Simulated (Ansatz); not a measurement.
**Ge: levels of theory**

The task, for Ge: compare levels of theory.

Computed with Ansatz 0.2.0 (DFT r2SCAN, spin-orbit coupling, plane waves, PAW, and further levels as typed in the inputs, unless a step's input says otherwise).

**1. The starting structure**

Symmetry: I4_1/amd, No. 141, tetragonal system. Conventional cell: a = 3.979 Å, b = 3.979 Å, c = 5.771 Å, α = 90.00°, β = 90.00°, γ = 90.00°. Ge (site symmetry -4m2) is surrounded by 4 Ge at 2.46 Å.

Structure file:

```
Ge
1.0
     0.00000    2.81355    2.88558
     2.81355    0.00000    2.88558
     2.81355    2.81355    0.00000
Ge
2
Direct
  0.00000 0.00000 0.00000
  0.25000 0.25000 0.25000
```

**2. Single point: Ge**

input.yaml reads:

```yaml
crystal:
  lattice:
    - [0.0, 2.813554, 2.88558]
    - [2.813554, 0.0, 2.88558]
    - [2.813554, 2.813554, 0.0]
  atoms:
    - { symbol: Ge, position: [0.0, 0.0, 0.0] }
    - { symbol: Ge, position: [0.25, 0.25, 0.25] }
scf:
  occupations: { method: gaussian, width: 0.01 }
  n_extra_bands: 8
output:
  eigenvalues: true
  eigenstates:
    kpoints: [[0, 0, 0], [0.5, 0.5, 0.5], [0.5, 0, 0]]
    e_range: [-1.2, 1.6]
  write_density: true
  write_potential: true
  elf: true
  volumetric_format: npy
hamiltonian:
  xc: r2scan
  pseudopotentials: { kind: paw_fr }
kpoints:
  mp_grid: { grid: [10, 10, 10] }
magnetization:
  noncollinear: true
  spin_orbit: true
```

Started as:

```console
ansatz run input.yaml --threads 8 --pin off --max-ram 16384MiB --backend cpu --events-out ev --progress --plain --runs-dir out
```

The program printed, shortened:

```text
Warning: RAYON_NUM_THREADS=8 ignored (pool sized by the plan → 8); use --threads N
scf.n_extra_bands = 8 over 28 filled bands (N_el = 28.0): the run solves 36 bands
[...]
Pseudopotentials: kind: paw_fr
Pseudopotential: Ge, paw_fr, valence charge 14, recommended cutoff 500 eV (meta_gga), Ge.paw.azcp#standard-fr
Functional definition: r2SCAN
[...]
non-collinear run that drives no moment, with spin-orbit: no starting moment large enough to seed its density (crystal.atoms[].spin), no starting occupations that ask for one, no magnetisation constraint and no magnetic field, so the semilocal B_xc is pinned to zero
Crystal: 2 atoms, lattice volume = 45.685 Å³
Basis set: ecut = 500 eV, 1179 PW (Γ), exchange–correlation on 120×120×120 points (64 copies of the dense FFT grid, shifted against one another)
Bands: 36, of which v1, the nominal top of the filled ones, is band 28 counted from 1 (27 counted from 0)
Symmetry: 16 space group operations + 16 with time reversal
Magnetic group: BNS 141.552 (UNI 1212), of the structure as read, at distance tolerance 3.6e-5 Å
k-points: 102 of 1000
Projection manifold: j_resolved (fully-relativistic pseudo-atomic orbitals)
[...]
SCF iter   1: F=—  HF=-8600.281370 eV  |F-HF|=—  |Δ(HF+E_count)|=         —  Δρ=3.59e-2  dr2=4.67e-1  dr2_τ=1.29e-3  dr2_m=0.00e0 (ungated)  ethr=1.65e-3  |M|=0.00e0 ∫|m|=0.00e0 μB  |m|>n=0.0e0 m-floor=0.0e0 τ_xc=0.0e0  β_m=0.30  ⟨swp⟩=1.1  Hψ=11031  notcnv=0
[...]
SCF iter   6: F=-8600.343157 eV  HF=-8600.343157 eV  |F-HF|=2.54e-9  |Δ(HF+E_count)|=   3.92e-6  Δρ=4.37e-6  dr2=8.04e-9  dr2_τ=4.00e-11  dr2_m=0.00e0 (ungated)  ethr=3.57e-10  |M|=0.00e0 ∫|m|=0.00e0 μB  |m|>n=0.0e0 m-floor=0.0e0 τ_xc=0.0e0  ⟨swp⟩=1.9  Hψ=6456  notcnv=0
[...]
NSCF: frozen V_eff on 3 k-points
SCF converged after 6 iterations
Magnetization: |M| = 0.0000 μB,  M = (+0.0000, +0.0000, +0.0000) μB
Absolute magnetization: 0.0000 μB (∫|m|)
  site 0: m = (+0.0000, +0.0000, +0.0000) μB, |m| = 0.0000 μB  (R = 1.01 Å)
  site 1: m = (+0.0000, +0.0000, +0.0000) μB, |m| = 0.0000 μB  (R = 1.01 Å)
Free energy (F): -8600.343157 eV
[...]
E sigma→0 (E₀):  -8600.343157 eV
Fermi energy:    8.518217 eV
[...]
--- Band table (eV; the first three rows and the last of 102) ---
[...]
```

Wall time 9 s (8 threads of Arm Neoverse V1, shared host); peak memory 0.92 GiB.

The maps below are laid out on this run's own conventional cell (a, b, c = 3.979, 3.979, 5.771 Å).

Density in a lattice plane of the grid's cell (edges 3.98 and 5.77 Å, at 0.000 of the third edge), which holds Ge.

Ten even steps from '0' (0.02 e/Å³) to '9' (56.75 e/Å³):
```
4200000000000002
0000000000000000
0000000000000000
0000000232000000
0000000484000000
0000000232000000
0000000000000000
0000000000000000
0000000000000000
0000000000000000
0000000000000000
0000000000000000
0000000000000000
0000000000000000
0000000000000000
0000000000000000
0000000000000000
0000000000000000
4200000000000002
9510000000000015
```
Columns run along the first of these edges and rows up along the second, over one cell in 16 and 20 even steps from the bottom left corner. Atoms in the plane (fractional): Ge at (0.00, 0.00), Ge at (0.50, 0.75).

ELF in the same plane.

Values, 12 rows by 8 columns:
```
0.11 0.32 0.71 0.59 0.40 0.59 0.71 0.32
0.40 0.60 0.72 0.32 0.09 0.32 0.72 0.60
0.37 0.54 0.47 0.13 0.02 0.13 0.47 0.54
0.09 0.24 0.38 0.28 0.09 0.28 0.38 0.24
0.02 0.08 0.32 0.40 0.40 0.40 0.32 0.08
0.01 0.02 0.11 0.29 0.38 0.29 0.11 0.02
0.02 0.02 0.03 0.06 0.09 0.06 0.03 0.02
0.09 0.06 0.03 0.02 0.02 0.02 0.03 0.06
0.37 0.29 0.11 0.03 0.01 0.03 0.11 0.29
0.40 0.41 0.32 0.08 0.02 0.08 0.32 0.41
0.11 0.28 0.38 0.24 0.09 0.24 0.38 0.28
0.26 0.12 0.46 0.54 0.38 0.54 0.46 0.12
```
Columns run along the first of these edges and rows up along the second, over one cell in 8 and 12 even steps from the bottom left corner. Atoms in the plane (fractional): Ge at (0.00, 0.00), Ge at (0.50, 0.75).

Both are smooth fields of the valence electrons: close to the nuclei they are not physical.

The highest ELF values outside the cores: 0.79 on the Ge–Ge line, 1.2 Å from Ge.

**3. Single point: r2SCAN, no spin**

input.yaml reads:

```yaml
crystal:
  lattice:
    - [0.0, 2.813554, 2.88558]
    - [2.813554, 0.0, 2.88558]
    - [2.813554, 2.813554, 0.0]
  atoms:
    - { symbol: Ge, position: [0.0, 0.0, 0.0] }
    - { symbol: Ge, position: [0.25, 0.25, 0.25] }
scf:
  occupations: { method: gaussian, width: 0.01 }
  n_extra_bands: 6
output:
  eigenvalues: true
  eigenstates:
    kpoints: [[0, 0, 0], [0.5, 0.5, 0.5], [0.5, 0, 0]]
    e_range: [-1.2, 1.6]
hamiltonian:
  xc: r2scan
kpoints:
  mp_grid: { grid: [10, 10, 10] }
```

Started as:

```console
ansatz run input.yaml --threads 8 --pin off --max-ram 16384MiB --backend cpu --events-out ev --progress --plain --runs-dir out
```

The program printed, shortened:

```text
Warning: RAYON_NUM_THREADS=8 ignored (pool sized by the plan → 8); use --threads N
scf.n_extra_bands = 6 over 14 filled bands (N_el = 28.0): the run solves 20 bands
[...]
Pseudopotentials: kind: paw
Pseudopotential: Ge, paw, valence charge 14, recommended cutoff 500 eV (meta_gga), Ge.paw.azcp
[... 1 set-up line as earlier in the session ...]
[...]
Crystal: 2 atoms, lattice volume = 45.685 Å³
Basis set: ecut = 500 eV, 1179 PW (Γ), exchange–correlation on 120×120×120 points (64 copies of the dense FFT grid, shifted against one another)
Bands: 20, of which v1, the nominal top of the filled ones, is band 14 counted from 1 (13 counted from 0)
Symmetry: 16 space group operations
Space group: I41/amd (ITA 141), of the structure as read, at distance tolerance 3.6e-5 Å
k-points: 102 of 1000
[...]
SCF iter   1: F=—  HF=-8605.797215 eV  |F-HF|=—  |Δ(HF+E_count)|=         —  Δρ=6.40e-3  dr2=5.85e-3  dr2_τ=4.37e-3  ethr=1.77e-3  ⟨swp⟩=6.1  Hψ=9747  notcnv=0
[...]
SCF iter   6: F=-8605.806542 eV  HF=-8605.806542 eV  |F-HF|=1.55e-10  |Δ(HF+E_count)|=   1.06e-8  Δρ=2.06e-6  dr2=1.20e-9  dr2_τ=2.40e-11  ethr=8.73e-11  ⟨swp⟩=5.6  Hψ=7827  notcnv=0
[...]
NSCF: frozen V_eff on 3 k-points
SCF converged after 6 iterations
Free energy (F): -8605.806542 eV
[...]
E sigma→0 (E₀):  -8605.806542 eV
Fermi energy:    8.470185 eV
[...]
--- Band table (eV; the first three rows and the last of 102) ---
  k-point 0: bands = ["-17.1462", "-17.1462", "-17.1397", "-17.1066", "-17.1040", "-16.8974", "-16.8869", "-16.8869", "-16.8758", "-16.8690", "-4.9683", "8.1187", "8.3307", "8.3307", "8.6094", "10.9402", "10.9402", "11.0769", "15.3152", "17.8721"]
[...]
```

Run time: 2.1 s. Hardware: 8 threads of Arm Neoverse V1, shared host; peak memory 0.51 GiB.

**4. Single point: HSE06 with spin-orbit coupling, mesh 6×6×6**

input.yaml, as its differences from that of step 3:

```diff
@@ -10,3 +10,3 @@
   occupations: { method: gaussian, width: 0.01 }
-  n_extra_bands: 6
+  n_extra_bands: 8
 output:
@@ -17,4 +17,8 @@
 hamiltonian:
-  xc: r2scan
+  xc: hse06
+  pseudopotentials: { kind: paw_fr }
 kpoints:
-  mp_grid: { grid: [10, 10, 10] }
+  mp_grid: { grid: [6, 6, 6] }
+magnetization:
+  noncollinear: true
+  spin_orbit: true
```

Started as:

```console
ansatz run input.yaml --threads 8 --pin off --max-ram 16384MiB --backend cpu --events-out ev --progress --plain --runs-dir out
```

The program printed, shortened:

```text
Warning: RAYON_NUM_THREADS=8 ignored (pool sized by the plan → 8); use --threads N
scf.n_extra_bands = 8 over 28 filled bands (N_el = 28.0): the run solves 36 bands
[...]
[... 1 set-up line as earlier in the session ...]
Pseudopotential: Ge, paw_fr, valence charge 14, recommended cutoff 420 eV (normal), Ge.paw.azcp#standard-fr
Functional definition: HSE06
[...]
non-collinear run that drives no moment, with spin-orbit: no starting moment large enough to seed its density (crystal.atoms[].spin), no starting occupations that ask for one, no magnetisation constraint and no magnetic field, so the semilocal B_xc is pinned to zero
Crystal: 2 atoms, lattice volume = 45.685 Å³
Basis set: ecut = 420 eV, 909 PW (Γ)
Bands: 36, of which v1, the nominal top of the filled ones, is band 28 counted from 1 (27 counted from 0)
[... 1 set-up line as earlier in the session ...]
[...]
Projection manifold: j_resolved (fully-relativistic pseudo-atomic orbitals)
[...]
Frozen-core exchange: fock
[...]
SCF iter   4: F=-8590.324310 eV  HF=-8590.324310 eV  |F-HF|=6.00e-11  |Δ(HF+E_count)|=   1.46e-7  Δρ=1.39e-6  dr2=2.03e-9  dr2_m=0.00e0 (ungated)  ethr=2.24e-10  |M|=0.00e0 ∫|m|=0.00e0 μB  |m|>n=0.0e0 m-floor=0.0e0 τ_xc=0.0e0  ⟨swp⟩=3.0  Hψ=2789  notcnv=0
[...]
hybrid outer 2: dexx = +9.653e-7 eV, tail = 2.72e-8 eV, Δε = 3.52e-3 eV (about 1.16e-4 eV left of the loop's levels)
NSCF: frozen V_eff on 3 k-points
hybrid SCF converged: 2 outer / 10 inner (+8 warm-up), last move |dexx| = 9.65e-7 eV, tail = 2.72e-8 eV
Magnetization: |M| = 0.0000 μB,  M = (+0.0000, +0.0000, +0.0000) μB
Absolute magnetization: 0.0000 μB (∫|m|)
  site 0: m = (+0.0000, +0.0000, +0.0000) μB, |m| = 0.0000 μB  (R = 1.01 Å)
  site 1: m = (+0.0000, +0.0000, +0.0000) μB, |m| = 0.0000 μB  (R = 1.01 Å)
Free energy (F): -8590.324310 eV
Frozen-core exchange: fock
[...]
E sigma→0 (E₀):  -8590.324310 eV
Fermi energy:    8.610109 eV
[...]
--- Band table (eV; the first three rows and the last of 30) ---
[...]
```

Wall time 66 s (8 threads of Arm Neoverse V1, shared host); peak memory 2.8 GiB.

**5. Summary of results**

| step | level | k mesh | volume (Å³/atom) | pressure (GPa) | energy (eV) | gap on the mesh (eV) | time |
| --- | --- | --- | --- | --- | --- | --- | --- |
| 2 | r2SCAN with spin-orbit coupling | 10×10×10 | 22.84 | n/a | -8600.343 | 0.19 | 9 s |
| 3 | r2SCAN | 10×10×10 | 22.84 | n/a | -8605.807 | 0.28 | 2.1 s |
| 4 | HSE06 with spin-orbit coupling | 6×6×6 | 22.84 | n/a | -8590.324 | 0.58 | 66 s |

Totals of different systems or levels have different zeros; only balanced differences at one level mean anything.

The rows set the runs side by side; convergence of the settings was not tested in this session.
